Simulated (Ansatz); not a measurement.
# CH4OSn (SMILES [CH2]1[O][SnH2]1): functionals against CCSD(T) at one geometry

A test off equilibrium: a structure displaced at random from a GFN2-xTB minimum is computed at several levels, and each is set against CCSD(T).

Method: single points in def2-TZVPP; program: Ansatz 0.2.0, Gaussian basis.

Cores are frozen in the correlated methods. Filled d shells of the heavier atoms are correlated. Core potentials replace the inner electrons past krypton, and spin-orbit coupling is left out. B3LYP uses VWN-RPA correlation.

### 1 The system as given

7 atoms, charge 0, spin multiplicity 1.

Atoms are counted from 1 here; the program's logs count them from 0.

Bond lengths: C1–O2 1.207 Å, C1–H4 1.175 Å, C1–H5 1.196 Å, Sn3–H6 1.877 Å, Sn3–H7 1.906 Å. Angles: O2–C1–H4 125.7°, O2–C1–H5 123.9°, H4–C1–H5 109.7°, H6–Sn3–H7 88.3°.

Coordinates:

```xyz
7
CH4OSn
C    -0.9354   -0.7181   -0.5965
O    -0.3301   -1.0743    0.3849
Sn    0.9283    1.3423    0.0823
H    -0.6788   -1.0111   -1.7052
H    -1.9879   -0.1513   -0.5622
H     0.6112    1.3664    1.9321
H     2.4013    0.1777    0.4067
```

### 2 CCSD(T)/def2-TZVPP

Contents of run/in.yaml:

```yaml
crystal:
  periodic: [false, false, false]
  atoms:
    - {symbol: C, position_ang: [-0.935400, -0.718100, -0.596500]}
    - {symbol: O, position_ang: [-0.330100, -1.074300, 0.384900]}
    - {symbol: Sn, position_ang: [0.928300, 1.342300, 0.082300]}
    - {symbol: H, position_ang: [-0.678800, -1.011100, -1.705200]}
    - {symbol: H, position_ang: [-1.987900, -0.151300, -0.562200]}
    - {symbol: H, position_ang: [0.611200, 1.366400, 1.932100]}
    - {symbol: H, position_ang: [2.401300, 0.177700, 0.406700]}
basis:
  gaussian: {orbitals: def2-TZVPP}
correlation: {method: ccsd_t}
output: {forces: true}
```

The command line of these runs was not kept.

### 3 PBE0-D4/def2-TZVPP

Edit run/in.yaml of step 2 so:

```diff
@@ -12,3 +12,3 @@
   gaussian: {orbitals: def2-TZVPP}
-correlation: {method: ccsd_t}
-output: {forces: true}
+hamiltonian: {xc: pbe0, dispersion: d4}
+output: {forces: true, orbitals: {seedname: orbitals}}
```

### 4 wB97M-V/def2-TZVPP

Edit run/in.yaml of step 3 so:

```diff
@@ -12,3 +12,3 @@
   gaussian: {orbitals: def2-TZVPP}
-hamiltonian: {xc: pbe0, dispersion: d4}
-output: {forces: true, orbitals: {seedname: orbitals}}
+hamiltonian: {xc: {name: wB97M-V}}
+output: {forces: true}
```

### 5 r2SCAN-D4/def2-TZVPP

Edit run/in.yaml of step 4 so:

```diff
@@ -12,3 +12,3 @@
   gaussian: {orbitals: def2-TZVPP}
-hamiltonian: {xc: {name: wB97M-V}}
+hamiltonian: {xc: r2scan, dispersion: d4}
 output: {forces: true}
```

### 6 PBE-D4/def2-TZVPP

Edit run/in.yaml of step 5 so:

```diff
@@ -12,3 +12,3 @@
   gaussian: {orbitals: def2-TZVPP}
-hamiltonian: {xc: r2scan, dispersion: d4}
+hamiltonian: {xc: pbe, dispersion: d4}
 output: {forces: true}
```

### 7 revPBE-D4/def2-TZVPP

Edit run/in.yaml of step 6 so:

```diff
@@ -12,3 +12,3 @@
   gaussian: {orbitals: def2-TZVPP}
-hamiltonian: {xc: pbe, dispersion: d4}
+hamiltonian: {xc: {name: revPBE}, dispersion: d4}
 output: {forces: true}
```

### 8 B3LYP-D4/def2-TZVPP

Edit run/in.yaml of step 7 so:

```diff
@@ -12,3 +12,3 @@
   gaussian: {orbitals: def2-TZVPP}
-hamiltonian: {xc: {name: revPBE}, dispersion: d4}
+hamiltonian: {xc: {name: B3LYP}, dispersion: d4}
 output: {forces: true}
```

(Steps that only read results are left out.)

Before running it: what results should come out? Wanted: energy less free atoms, CCSD(T)/def2-TZVPP; RMS force component; RMS force error; HOMO and LUMO, PBE0-D4; T1 diagnostic.

The runs gave:

| quantity | value |
| --- | --- |
| energy less free atoms, CCSD(T)/def2-TZVPP | -2027.7 kJ/mol |
| RMS force component | 1.003 to 1.143 eV/Å over the methods |
| RMS force error | PBE0-D4 0.252, wB97M-V 0.249, r2SCAN-D4 0.178, PBE-D4 0.277, revPBE-D4 0.309, B3LYP-D4 0.194 eV/Å |
| HOMO and LUMO, PBE0-D4 | -6.68 and -2.59 eV |
| T1 diagnostic | 0.017 |

**Reading.** Against CCSD(T) the functionals' energies less atoms differ by -120.6 to -38.8 kJ/mol, PBE-D4 by -120.6 kJ/mol. CCSD(T) in triple zeta still lacks some correlation energy of the bonds, so part of these gaps is its own basis error and they don't rank the functionals. On forces the order runs from r2SCAN-D4 to revPBE-D4. Frozen-core CCSD(T) forces in triple zeta carry basis errors of their own, and this is one geometry, so small gaps rank nothing.
